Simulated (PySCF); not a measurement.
# C7H17N2Si: the cost of one run

Computed with PySCF 2.14.0 and routines of our own; the level stands in each step. Atoms count from 0.

## Step 1: The starting structure

27 atoms, charge 1, multiplicity 1; geometry from: GFN2-xTB.

## Step 2: Optimising the geometry at PBE0-D3(BJ)/def2-SVP

Job settings and geometry (Å):

```
{"job": {"xc": "PBE0", "basis": "def2-SVP", "d3": "d3bj", "grid": 2, "kind": "geom"}, "charge": 1, "multiplicity": 1}
C     -2.441177     1.409216    -0.378649
N     -2.230386     0.004375    -0.086882
C     -3.437256    -0.714845     0.246075
C     -1.033465    -0.562297    -0.108412
Si    -0.932648    -2.492869    -0.017427
C      0.106661     0.233416    -0.269597
C      1.401380    -0.239190    -0.197293
N      2.493341     0.494554    -0.294600
C      3.808349    -0.089803    -0.209757
C      2.444599     1.924137    -0.504723
H     -1.913663     1.698422    -1.287524
H     -3.501895     1.586062    -0.535017
H     -2.102776     2.039198     0.447207
H     -3.976599    -1.008990    -0.657741
H     -4.085760    -0.067720     0.836951
H     -3.222764    -1.601309     0.836480
H     -2.055227    -3.001502    -0.799021
H      0.305366    -2.941875    -0.647435
H     -0.982405    -2.828081     1.403779
H     -0.017048     1.295385    -0.407914
H      1.570174    -1.291253    -0.023633
H      4.369373     0.363089     0.610177
H      4.355625     0.084541    -1.138721
H      3.744580    -1.161858    -0.038673
H      1.970342     2.160624    -1.459151
H      3.455552     2.321983    -0.513596
H      1.887830     2.413014     0.296614
```

Command:

```sh
$ OMP_NUM_THREADS=1 python excited_run.py task.json out
```

The driver reads the jobs from task.json and runs them one after another.

**Question.** How long does this first job take on 1 thread of Arm Neoverse V2, shared host, and how much memory does it need?

About 8.8 min, with a peak of 1.1 GiB.
